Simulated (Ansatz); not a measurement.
Which YAML input does this script hand to the engine? (Ansatz's Python interface)

Run as a notebook:

**Cell 1**
```python
import ansatz as az
import numpy as np
from pymatgen.core import Lattice, Structure
from pymatgen.io.ase import AseAtomsAdaptor

pmg_structure = Structure(
    Lattice([(0.0, 4.299389, 4.299389), (4.299389, 0.0, 4.299389), (4.299389, 4.299389, 0.0)]),
    ["K", "Ba", "Bi", "W", "O", "O", "O", "O", "O", "O"],
    [
        (0.75, 0.75, 0.75),
        (0.25, 0.25, 0.25),
        (0.0, 0.0, 0.0),
        (0.5, 0.5, 0.5),
        (0.72785, 0.27215, 0.27215),
        (0.27215, 0.72785, 0.72785),
        (0.72785, 0.72785, 0.27215),
        (0.27215, 0.27215, 0.72785),
        (0.27215, 0.72785, 0.27215),
        (0.72785, 0.27215, 0.72785),
    ],
)
crystal = az.Crystal.from_ase(AseAtomsAdaptor.get_atoms(pmg_structure))
```

**Cell 2**
```python
# vertices of the path, as fractions of the reciprocal vectors
path = [
    ("K", (-0.375, 0.0, 0.375)),
    ("G", (0.0, 0.0, 0.0)),
    ("L", (0.0, 0.0, 0.5)),
    ("W", (-0.5, -0.25, 0.25)),
    ("X", (-0.5, -0.5, 0.0)),
]
base = (
    crystal.calculation()
    .occupations("fixed")
    .functional("pbe")
    .kpoints(4)
    .band_structure([point for _, point in path], intervals=10)
    .scf(extra_bands=8)
    .density_of_states(energy_step=0.1, method="tetrahedron", nscf_kmesh_spacing=0.16)
    .band_table()
)
history = []
result = base.session().plan().execute(on_event=lambda event: history.append(event["data"]["dr2_ev"]) if event["event"] == "scf_iter" else None)
summary = result.report
```
Output:
```text
DeckWarning: basis.ecutwfc = 420 eV, auto-derived from the records' recommended cutoffs: set by K (normal level)
```

**Cell 3**
```python
type(result).__name__, type(summary).__name__
```
Output:
```text
('RunOutcome', 'dict')
```

**Cell 4**
```python
summary["published_state_doubts"]
```
Output:
```text
[]
```

**Cell 5**
```python
result.lattice.cell_ang
```
Output:
```text
array([[0.      , 4.299389, 4.299389],
       [4.299389, 0.      , 4.299389],
       [4.299389, 4.299389, 0.      ]])
```

**Cell 6**
```python
print("density residual by iteration (eV):", " ".join(f"{value:.1e}" for value in history[:40]))
```
Output:
```text
density residual by iteration (eV): 3.8e-02 4.1e-03 6.2e-04 1.2e-04 5.9e-06 3.5e-07 2.3e-08
```

**Cell 7**
```python
print(f"free energy      {summary['free_energy_ev']:.5f} eV")
print(f"per atom         {summary['free_energy_ev'] / len(result.lattice.sites):.5f} eV")
print(f"SCF iterations   {summary['n_iterations']}  (converged: {summary['converged']})")
```
Output:
```text
free energy      -33679.36598 eV
per atom         -3367.93660 eV
SCF iterations   7  (converged: True)
```

**Cell 8**
```python
dos = result.density_of_states()
energy = np.asarray(dos.energies_ev) - dos.fermi_ev
top = min(levels[-1] for levels in summary["eigenvalues_ev"]) - dos.fermi_ev  # the computed bands end here
total = np.asarray(dos.spin_summed_g_bin_mean_per_ev)
print("E - E_F (eV)   states/eV")
for e in np.arange(-10, min(8, top), 0.5):
    print(f"{e:8.1f} {np.interp(e, energy, total):12.3f}")
```
Output:
```text
E - E_F (eV)   states/eV
   -10.0        5.544
    -9.5        0.000
    -9.0        0.000
    -8.5        0.000
    -8.0        0.000
    -7.5        0.000
    -7.0        0.000
    -6.5        0.000
    -6.0        0.000
    -5.5        5.061
    -5.0        3.501
    -4.5        7.186
    -4.0        1.599
    -3.5        2.824
    -3.0        3.850
    -2.5        2.616
    -2.0       11.591
    -1.5        6.592
    -1.0        7.143
    -0.5        2.028
     0.0        0.009
     0.5        0.000
     1.0        0.000
     1.5        0.000
     2.0        0.326
     2.5        8.972
     3.0        0.078
     3.5        0.220
     4.0        4.211
     4.5        3.518
```

**Cell 9**
```python
bands = result.band_structure()
fermi = bands.fermi_energy_ev
for spin, channel in enumerate(bands.channels):
    print("channel", spin, "- computed levels within 8 eV of the Fermi level")
    for i, (label, _) in enumerate(path):
        levels = channel.eigenvalues_ev[i * 10] - fermi
        print(f"  {label:3s}", " ".join(f"{e:7.3f}" for e in levels if abs(e) < 8))
```
Output:
```text
channel 0 - computed levels within 8 eV of the Fermi level
  K    -5.455  -5.175  -4.599  -4.505  -4.264  -4.155  -3.735  -3.259  -2.694  -2.576  -2.240  -2.178  -2.099  -1.773  -1.501  -1.413  -1.230  -1.050   2.204   2.714   2.847   4.327   4.776   5.101   6.016   6.046
  G    -4.763  -4.763  -4.332  -4.332  -4.332  -4.182  -4.182  -4.182  -1.961  -1.831  -1.831  -1.831  -1.634  -1.634  -1.634  -0.868  -0.868  -0.868   2.316   2.316   2.316   3.977   3.977   3.977   4.726   4.726
  L    -5.799  -5.799  -5.729  -4.452  -4.299  -4.299  -2.952  -2.726  -2.726  -2.248  -2.248  -1.616  -1.606  -1.606  -1.395  -1.395  -1.123   0.000   1.978   2.378   2.378   3.898   3.898   4.718   5.781   5.781
  W    -5.759  -4.686  -4.621  -4.497  -4.230  -3.863  -3.830  -3.763  -2.536  -2.530  -2.440  -2.129  -2.094  -2.062  -1.588  -1.259  -1.145  -0.922   2.396   2.472   2.946   3.918   5.154   5.181   6.081   6.172
  X    -4.790  -4.764  -4.430  -4.319  -4.319  -4.079  -4.079  -3.847  -2.820  -2.509  -2.238  -2.188  -2.188  -1.881  -1.881  -1.538  -1.538  -0.899   2.111   2.947   2.947   4.955   5.000   5.000   5.717   5.944
```

`input.yaml`:
```yaml
crystal:
  lattice:
    - [0.0, 4.299389, 4.299389]
    - [4.299389, 0.0, 4.299389]
    - [4.299389, 4.299389, 0.0]
  atoms:
    - { symbol: K, position: [0.75, 0.75, 0.75] }
    - { symbol: Ba, position: [0.25, 0.25, 0.25] }
    - { symbol: Bi, position: [0.0, 0.0, 0.0] }
    - { symbol: W, position: [0.5, 0.5, 0.5] }
    - { symbol: O, position: [0.72785, 0.27215, 0.27215] }
    - { symbol: O, position: [0.27215, 0.72785, 0.72785] }
    - { symbol: O, position: [0.72785, 0.72785, 0.27215] }
    - { symbol: O, position: [0.27215, 0.27215, 0.72785] }
    - { symbol: O, position: [0.27215, 0.72785, 0.27215] }
    - { symbol: O, position: [0.72785, 0.27215, 0.72785] }
kpoints:
  mp_grid: { grid: [4, 4, 4] }
  band_path:
    path:
      - [-0.375, 0.0, 0.375]
      - [0.0, 0.0, 0.0]
      - [0.0, 0.0, 0.5]
      - [-0.5, -0.25, 0.25]
      - [-0.5, -0.5, 0.0]
    npoints: 10
hamiltonian:
  xc: pbe
scf:
  n_extra_bands: 8
  occupations: { method: fixed }
output:
  dos: { de: 0.1, method: tetrahedron, nscf_kmesh: { kspacing: 0.16 } }
  eigenvalues: true
```

On the command line:
```console
$ ansatz run input.yaml --threads 1 --pin off --max-ram 3072MiB --backend cpu --events-out ev --progress --plain --runs-dir out
scf.n_extra_bands = 8 over 42 filled bands (N_el = 84.0): the run solves 50 bands
Engine: ansatz 0.2.0, x86_64-unknown-linux-gnu
Pseudopotentials: kind: paw
Pseudopotential: K, paw, valence charge 9, recommended cutoff 420 eV (normal), K.paw.azcp
Pseudopotential: Ba, paw, valence charge 10, recommended cutoff 420 eV (normal), Ba.paw.azcp
Pseudopotential: Bi, paw, valence charge 15, recommended cutoff 420 eV (normal), Bi.paw.azcp
Pseudopotential: W, paw, valence charge 14, recommended cutoff 420 eV (normal), W.paw.azcp
Pseudopotential: O, paw, valence charge 6, recommended cutoff 420 eV (normal), O.paw.azcp
Functional definition: PBE
  parameter kappa = 0.804
  parameter beta = 0.06672455060314922
  exchange = pbe_x(kappa = kappa, mu = beta*pi^2/3)
  correlation = pbe_c(beta = beta)
Crystal: 10 atoms, lattice volume = 158.946 Å³
Basis set: ecut = 420 eV, 3119 PW (Γ)
Bands: 50, of which v1, the nominal top of the filled ones, is band 42 counted from 1 (41 counted from 0)
Symmetry: 24 space group operations
Space group: F-43m (ITA 216), of the structure as read, at distance tolerance 5.4e-5 Å
k-points: 8 of 64 (time reversal used)
Non-local potential: K, projectors of the file, l = 0: 3, l = 1: 2, l = 2: 2
Non-local potential: Ba, projectors of the file, l = 0: 3, l = 1: 2, l = 2: 2, l = 3: 2
Non-local potential: Bi, projectors of the file, l = 0: 2, l = 1: 2, l = 2: 2, l = 3: 2
Non-local potential: W, projectors of the file, l = 0: 3, l = 1: 2, l = 2: 2, l = 3: 1
Non-local potential: O, projectors of the file, l = 0: 2, l = 1: 2, l = 2: 1
PAW form: soft (Blöchl's): semilocal exchange-correlation on the pseudo side does not see the compensation charge
PAW one-centre angular grid: K, 110 points (default); XC on 64 Gauss nodes
PAW one-centre angular grid: Ba, 194 points (default); XC on 64 Gauss nodes
PAW one-centre angular grid: Bi, 590 points (default); XC on 64 Gauss nodes
PAW one-centre angular grid: W, 590 points (default); XC on 64 Gauss nodes
PAW one-centre angular grid: O, 110 points (default); XC on 64 Gauss nodes
Initial density: superposition of atomic densities (neutral atoms: chi_scale 0, normalization atom), corrected by the library's trained network
Initial wavefunctions: pseudopotential atomic-orbital guess
Functional: x = pbe(κ = 0.804, μ = 0.2195149727645171), c = pbe(β = 0.06672455060314922)
SCF iter   1: F=—  HF=-33679.369136 eV  |F-HF|=—  |Δ(HF+E_count)|=         —  Δρ=3.31e-3  dr2=3.76e-2  ethr=1.77e-3  ⟨swp⟩=4.8  Hψ=1351  notcnv=0  defer=42
preconditioner: auto → Resta (q_TF=auto, 2.453 Å⁻¹)  ε∞=4.3  [insulator: Δε(μ)=2.051 eV  Ē_g=13.752 eV  n_scr=50 (ndim 8)  ℏωp=25.0 eV  f_vac=0.021  ε∞_Penn≈4.3]
SCF iter   2: F=—  HF=-33679.366391 eV  |F-HF|=—  |Δ(HF+E_count)|=   2.75e-3  Δρ=1.83e-3  dr2=4.12e-3  ethr=4.48e-5  ⟨swp⟩=3.0  Hψ=788  notcnv=0  defer=43
SCF iter   3: F=—  HF=-33679.365793 eV  |F-HF|=—  |Δ(HF+E_count)|=   5.98e-4  Δρ=7.12e-4  dr2=6.21e-4  ethr=4.91e-6  ⟨swp⟩=2.0  Hψ=600  notcnv=0  defer=43
SCF iter   4: F=—  HF=-33679.365827 eV  |F-HF|=—  |Δ(HF+E_count)|=   3.39e-5  Δρ=2.96e-4  dr2=1.15e-4  ethr=7.39e-7  ⟨swp⟩=2.1  Hψ=480  notcnv=0  defer=41
SCF iter   5: F=—  HF=-33679.365829 eV  |F-HF|=—  |Δ(HF+E_count)|=   2.01e-6  Δρ=4.86e-5  dr2=5.88e-6  ethr=1.37e-7  ⟨swp⟩=2.0  Hψ=517  notcnv=0  defer=39
SCF iter   6: F=—  HF=-33679.365983 eV  |F-HF|=—  |Δ(HF+E_count)|=   1.54e-4  Δρ=1.05e-5  dr2=3.49e-7  ethr=7.00e-9  ⟨swp⟩=2.1  Hψ=663  notcnv=0  defer=35
SCF iter   7: F=-33679.365983 eV  HF=-33679.365983 eV  |F-HF|=6.17e-9  |Δ(HF+E_count)|=   4.67e-8  Δρ=3.01e-6  dr2=2.29e-8  ethr=1.19e-10  ⟨swp⟩=12.8  Hψ=1708  notcnv=0
SCF 1 converged in 7 iterations: F = -33679.365983 eV  dr2 = 2.29e-8
  greatest PAW one-centre occupation: 1.000 electrons in one spin orbital (limit 2), on the W atom at site 3 (counted from 0), in its partial waves of l = 0
NSCF: frozen V_eff on 41 k-points
NSCF: frozen V_eff on 29 k-points
SCF converged after 7 iterations
Free energy (F): -33679.365983 eV
Harris-Foulkes:  -33679.365983 eV  (|F-HF|=6.17e-9)
Internal energy: -33679.365983 eV  (E = F + TS)
E sigma→0 (E₀):  -33679.365983 eV
Fermi energy:    8.870396 eV
--- Per-component energies (eV) ---
  E_band       = -451.626244
  E_kinetic    = 2215.645173
  E_local      = -5674.089732  (includes V_loc(G=0)·N_el)
  E_nonlocal   = 918.494378
  E_hartree    = 2011.826924
  E_xc         = -1166.101691
  E_vxc        = -1250.222375  (∫ρ·V_xc dr)
  E_paw        = -26177.448754  (= ΣΔE_a)
  E_vpaw       = -685.121264  (= ΣTr[D̂ρ^β])
  E_aug_tail   = 0.013819  (compensation charges beyond the density's cutoff)
  E_ewald      = -5807.706099
  E_smearing   = -0.000000  (= −TS)
  E_closure    = 0.000000  (closes the sum)
  Σ components = -33679.365983   (vs F -33679.365983, Δ=0.00e0)
--- Band table (eV; the first three rows and the last of 8) ---
  k-point 0: bands = ["-66.4478", "-30.6158", "-30.6158", "-30.6158", "-19.9109", "-17.6874", "-13.5279", "-13.5279", "-13.4325", "-13.4325", "-13.4325", "-9.2414", "-8.1802", "-8.1802", "-7.9387", "-7.9387", "-7.9387", "-3.4810", "-3.4810", "-3.4810", "-2.9947", "-2.9947", "-2.9947", "-1.4179", "4.1072", "4.1072", "4.5385", "4.5385", "4.5385", "4.6880", "4.6880", "4.6880", "6.9094", "7.0390", "7.0390", "7.0390", "7.2367", "7.2367", "7.2367", "8.0028", "8.0028", "8.0028", "11.1863", "11.1863", "11.1863", "12.8474", "12.8474", "12.8474", "13.5965", "13.5965"]
  k-point 1: bands = ["-66.4478", "-30.6158", "-30.6158", "-30.6158", "-19.9105", "-17.6851", "-13.5265", "-13.5265", "-13.4324", "-13.4324", "-13.4318", "-9.1447", "-8.3493", "-8.3493", "-8.1695", "-7.7642", "-7.7642", "-3.4610", "-3.4610", "-3.4266", "-2.9611", "-2.9611", "-2.8575", "-1.1036", "3.4148", "3.4148", "3.8067", "4.5115", "4.5807", "4.5807", "5.5355", "5.5355", "6.3328", "6.8042", "6.8042", "7.1286", "7.2554", "7.2554", "7.7626", "7.7626", "7.8933", "8.1881", "11.0639", "11.2671", "11.2671", "12.8058", "12.8058", "13.1159", "14.0981", "14.0981"]
  k-point 2: bands = ["-66.4478", "-30.6159", "-30.6158", "-30.6158", "-19.9101", "-17.6828", "-13.5251", "-13.5251", "-13.4322", "-13.4322", "-13.4310", "-8.9768", "-8.4642", "-8.4498", "-8.4498", "-7.6583", "-7.6583", "-3.4418", "-3.4418", "-3.3760", "-2.9253", "-2.9253", "-2.7078", "-0.7551", "3.0719", "3.0719", "3.1414", "4.4187", "4.5715", "4.5715", "5.9185", "6.1440", "6.1440", "6.6229", "6.6229", "7.2542", "7.2639", "7.2639", "7.4754", "7.4754", "7.7478", "8.8704", "10.8487", "11.2480", "11.2480", "12.7684", "12.7684", "13.5879", "14.6512", "14.6512"]
  k-point 7: bands = ["-66.4478", "-30.6158", "-30.6158", "-30.6158", "-19.9098", "-17.6812", "-13.5314", "-13.5258", "-13.4320", "-13.4319", "-13.4309", "-8.8717", "-8.7921", "-8.3146", "-7.9934", "-7.9525", "-7.7944", "-3.4149", "-3.4006", "-3.3965", "-2.8388", "-2.7938", "-2.7710", "-1.1218", "3.1112", "4.1842", "4.2496", "4.3737", "4.6409", "5.0071", "5.0408", "5.1077", "6.3348", "6.3408", "6.4305", "6.7417", "6.7767", "6.8080", "7.2827", "7.6114", "7.7252", "7.9483", "11.2668", "11.3422", "11.8167", "12.7882", "14.0243", "14.0513", "14.9514", "15.0421"]
```

Notes:
- Absolute energies stand on the zero of these potentials, so only differences at equal settings mean something.
- No spin polarisation was allowed.
- Spin-orbit coupling, left out here, can change this gap by several tenths of an eV, and inverted bands can meet off the mesh.
- Under fixed occupations the level called the Fermi level is the highest filled one on the SCF mesh; off the mesh a filled band can lie a little above it.
- The crystal has a gap of about 1.98 eV on the mesh; bins of finite width blur the band edges.
- The structure comes from a database of computed cells and needn't be a stable or known phase.
- Levels are Kohn-Sham eigenvalues on this mesh, without spin-orbit coupling.
- Warnings are shown shortened and without file and line.
- The computed bands are complete only to about 4.7 eV above the Fermi level; beyond that the density of states is undercounted.
- Timing: 29 s on 1 thread of Intel(R) Xeon(R) Platinum 8259CL CPU @ 2.50GHz (Skylake/Cascade Lake) (shared host), peak memory 0.65 GiB.

(Lines on the test bed's own set-up are left out of the output.)
